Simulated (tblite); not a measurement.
# C5H6FS: the cost of one run

The runs use tblite 0.8.0 and PySCF 2.14.0, with density-fitted response routines of our own; the level of theory stands in each step. All values are computed, except where a source is named. Atoms count from 0, in the outputs and in this text.

## 1. The molecule as given

13 atoms, charge 0, multiplicity 2; geometry from: force field or distance geometry start.

Bonds of the start (Å): C0–C1 1.33, C1–C2 1.47, C2–C3 1.46, C3–S4 1.45, C2–C5 1.48, C5–F6 1.41, C0–H7 1.10, C0–H8 1.09, C1–H9 1.08, C3–H10 1.11, C5–H11 1.10, C5–H12 1.10.

## 2. Geometry optimisation with GFN2-xTB

What the job is given:

```
{"job": {"kind": "relax", "xc": "GFN2-xTB", "basis": "xTB"}, "charge": 0, "multiplicity": 2}
C     -1.864100    -0.282000    -0.120900
C     -0.799700    -0.454000    -0.895500
C      0.540800    -0.080000    -0.412000
C      1.269400    -1.083600     0.364700
S      0.845800    -1.548300     1.674600
C      0.692200     1.303000     0.105800
F      2.040000     1.436200     0.490800
H     -1.670800     0.171400     0.866300
H     -2.871500    -0.558000    -0.442900
H     -0.978800    -0.900800    -1.857400
H      2.185800    -1.492500    -0.099800
H      0.096400     1.463000     1.012800
H      0.510000     2.026000    -0.704300
```

Started as:

```bash
$ OMP_NUM_THREADS=1 python probes_run.py task.json out
```

The driver reads the jobs from task.json and runs them one after another.

Q: Estimate the wall time of this first job on 1 thread of Arm Neoverse N1, shared host.

About 1 s.
